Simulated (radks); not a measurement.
# The first electron to leave Yb⁷⁺

Yb⁷⁺ stands in [Kr] 4d10 4f11 5s2 5p4. From which sub-shell is an electron easiest to take? Each removal is a run of its own. The parent's configuration is the lowest that an earlier search found at this level.

Method: non-relativistic Kohn-Sham, PBE, spin-polarised, spherical densities, point nucleus; open shells are filled with parallel spins first. Code: radks (a radial shooting solver on a logarithmic mesh, Libxc functionals) version 1.

4 further runs of the same task are left out: 4 set aside as unsound or not needed.

### 1 The atom as given

| Quantity | Value |
| --- | --- |
| element | ytterbium (Z = 70) |
| charge | +7 |
| electrons | 63 |
| configuration | [Kr] 4d10 4f11 5s2 5p4 |

The outer shells:

Yb⁷⁺
```
[Kr] core
4d [↑↓][↑↓][↑↓][↑↓][↑↓]
4f [↑↓][↑↓][↑↓][↑↓][↑ ][↑ ][↑ ]
5s [↑↓]
5p [↑↓][↑ ][↑ ]
```

### 2 The parent, Yb⁷⁺

The parent was computed earlier with the same settings: E = -13381.251625 hartree. Its outer levels (eV):

```
  level  occupation  energy (eV)
  4d up           5      -301.48
4d down           5      -298.09
  5s up           1      -147.14
5s down           1      -143.57
  4f up           7      -126.69
  5p up           3      -123.65
4f down           4      -123.13
5p down           1      -120.25
```

### 3 Remove 5p: [Kr] 4d10 4f11 5s2 5p3

The run's settings:

```text
Z 70
configuration [Kr] 4d10 4f11 5s2 5p3
relativity non-relativistic
functional pbe,pbe
spin polarised
nucleus point
```

### 4 Remove 4f: [Kr] 4d10 4f10 5s2 5p4

The run's settings:

```text
Z 70
configuration [Kr] 4d10 4f10 5s2 5p4
relativity non-relativistic
functional pbe,pbe
spin polarised
nucleus point
```

### 5 Remove 5s: [Kr] 4d10 4f11 5s1 5p4

The run's settings:

```text
Z 70
configuration [Kr] 4d10 4f11 5s1 5p4
relativity non-relativistic
functional pbe,pbe
spin polarised
nucleus point
```

### 6 Remove 4d: [Kr] 4d9 4f11 5s2 5p4

The run's settings:

```text
Z 70
configuration [Kr] 4d9 4f11 5s2 5p4
relativity non-relativistic
functional pbe,pbe
spin polarised
nucleus point
```

Q: Predict the outcome of this session. Wanted: for each run, case; final configuration; Δ-SCF; −ε of the level emptied.

**Answer**, as computed:

```
     case     final configuration  Δ-SCF (eV)  −ε of the level emptied (eV)
remove 5p  [Kr] 4d10 4f11 5s2 5p3      128.29                        120.25
remove 4f  [Kr] 4d10 4f10 5s2 5p4      136.73                        123.13
remove 5s  [Kr] 4d10 4f11 5s1 5p4      152.17                        143.57
remove 4d   [Kr] 4d9 4f11 5s2 5p4      312.70                        298.09
```

Removal from 5p costs least (128.29 eV), ahead of 4f (136.73 eV). 5p is also the highest occupied level of the parent. NIST lists 135 eV (theoretical); its ground configuration differs from the one found lowest here for the parent and the ion. Relativity is left out here, which matters for elements this heavy. Open shells are spherical and high-spin; term and fine-structure splittings are not resolved.
